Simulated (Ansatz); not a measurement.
Run this with the Ansatz DFT code, driven from Python and show what comes out.

The script reads `mns.xyz`:
```text
4
Lattice="3.976 0.0 0.0 -1.988 3.44331701 0.0 0.0 0.0 6.432" Properties=species:S:1:pos:R:3:initial_magmoms:R:1 pbc="T T T"
Mn   -0.00000000    2.29554467    0.00000000  4.00
Mn    1.98800000    1.14777234    3.21600000 -4.00
S    -0.00000000    2.29554467    2.47632000  0.00
S     1.98800000    1.14777234    5.69232000  0.00
```

`run_edit.py`:
```python
"""Keys set on an Input object, for MnS."""

import ansatz as az


def main() -> None:
    structure = az.Crystal.from_extxyz("mns.xyz")

    setup = structure.calculation()
    setup = setup.functional(az.Functional.R2SCAN)
    setup = setup.kpoints(4, 4, 2).occupations("Fermi-Dirac", width=0.01)
    setup = setup.spin(az.SpinTreatment.COLLINEAR)
    setup = setup.hubbard("Mn", "d", u=4.4, j=0.9)
    setup = setup.mixing("anderson", ndim=8, beta=0.6).band_table()
    typed = setup.input()
    rows = []
    for value in [2, 5, 10]:
        edited = typed.set(az.key.scf.mixing.ndim, value)
        report = az.Session.from_dict(edited).plan().execute().report
        rows.append((value, report["free_energy_ev"], report["n_iterations"], len(report["eigenvalues_ev"][0]) if "eigenvalues_ev" in report else 0))
    print("       history            F eV      iterations    bands listed")
    for row in rows:
        print(f"{str(row[0]):>14s}  {row[1]:14.5f}  {row[2]:14d}  {row[3]:14d}")


if __name__ == "__main__":
    main()
```

Running `python run_edit.py` prints:
```text
DeckWarning: basis.ecutwfc = 500 eV, auto-derived from the records' recommended cutoffs: set by Mn (their level for a meta-GGA)
       history            F eV      iterations    bands listed
             2     -9622.75660              12              30
             5     -9622.75660              11              30
            10     -9622.75660              11              30
```
(Warnings from the package without file and line, repeats left out.)

Caveats:
- These settings explore the input space; cutoff and mesh may be short of convergence.
- U, its shell and the double counting are chosen to explore, and aren't derived for this compound.
- The k-point mesh is coarse, and energy and stress weren't tested for convergence.
- Of the deposited cell: the entry's cell lengths or inner coordinates differ somewhat from later room-temperature determinations.
- The structure is a deposited one; some such entries were measured under pressure or heat, so a shift against it needn't be the functional's error alone.
- Wall time of the script: 56 s on 1 thread of Arm Neoverse V1 (shared host), peak memory 0.55 GiB.
